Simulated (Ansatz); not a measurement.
# C2H8NO2Y: the cost of one run

Method: the settings change from run to run; program: Ansatz 0.2.0, Gaussian basis.

## 1. The geometry

The geometry comes from an earlier relaxation with PBE0-D4 in a triple-zeta def2 set; it is a stationary point, not always the lowest conformer. Y takes a core potential in def2 sets; no spin-orbit term is included.

SMILES `C[O][Y]([NH2])[O]C`, 14 atoms, charge 0, spin multiplicity 1.

Atoms are counted from 1 here; the program's logs count them from 0.

Bond lengths: C1–O2 1.384 Å, C1–H7 1.098 Å, C1–H8 1.098 Å, C1–H9 1.099 Å, O2–Y3 2.031 Å, Y3–N4 2.155 Å, Y3–O5 2.031 Å, N4–H10 1.013 Å, N4–H11 1.013 Å, O5–C6 1.384 Å, C6–H12 1.098 Å, C6–H13 1.098 Å, C6–H14 1.099 Å. Angles: O2–C1–H7 111.4°, O2–C1–H8 111.3°, O2–C1–H9 111.7°, H7–C1–H8 107.3°, H7–C1–H9 107.5°, H8–C1–H9 107.4°, C1–O2–Y3 175.2°, O2–Y3–N4 117.0°, O2–Y3–O5 125.8°, N4–Y3–O5 117.1°, Y3–N4–H10 127.0°, Y3–N4–H11 127.0°, H10–N4–H11 106.1°, Y3–O5–C6 176.2°, O5–C6–H12 111.5°, O5–C6–H13 111.4°, O5–C6–H14 111.5°, H12–C6–H13 107.4° and more.

## 2. rPW86-PBE/def2-TZVPP

This run has charge -1, multiplicity 2, high accuracy.

in.yaml

```yaml
crystal:
  periodic: [false, false, false]
  atoms:
    - {symbol: C, position_ang: [-2.751607, 1.546383, -0.221622]}
    - {symbol: O, position_ang: [-1.725760, 0.632045, -0.053818]}
    - {symbol: Y, position_ang: [-0.111568, -0.582754, 0.155273]}
    - {symbol: N, position_ang: [-0.493517, -2.637111, 0.680857]}
    - {symbol: O, position_ang: [1.828391, -0.036149, -0.094897]}
    - {symbol: C, position_ang: [3.121014, 0.420918, -0.286206]}
    - {symbol: H, position_ang: [-3.464885, 1.504908, 0.612618]}
    - {symbol: H, position_ang: [-3.315905, 1.349275, -1.143120]}
    - {symbol: H, position_ang: [-2.373115, 2.576163, -0.281637]}
    - {symbol: H, position_ang: [-1.396972, -3.067751, 0.838335]}
    - {symbol: H, position_ang: [0.194004, -3.367938, 0.821390]}
    - {symbol: H, position_ang: [3.299028, 0.696775, -1.334491]}
    - {symbol: H, position_ang: [3.861618, -0.344522, -0.017553]}
    - {symbol: H, position_ang: [3.329275, 1.309757, 0.324882]}
basis:
  gaussian: {orbitals: def2-TZVPP}
total_charge: -1
magnetization: {spin_polarized: true, initial_magnetization: 1}
hamiltonian: {xc: {name: rPW86-PBE}}
accuracy: high
```

Launch:

```bash
$ ansatz run in.yaml --threads 4 --pin off --events-out ev --progress --plain --max-ram 11315MiB
```

What time and memory should one allow on 4 threads of Arm Neoverse V1, shared host?

About 96 s, with a peak of 3.5 GiB.
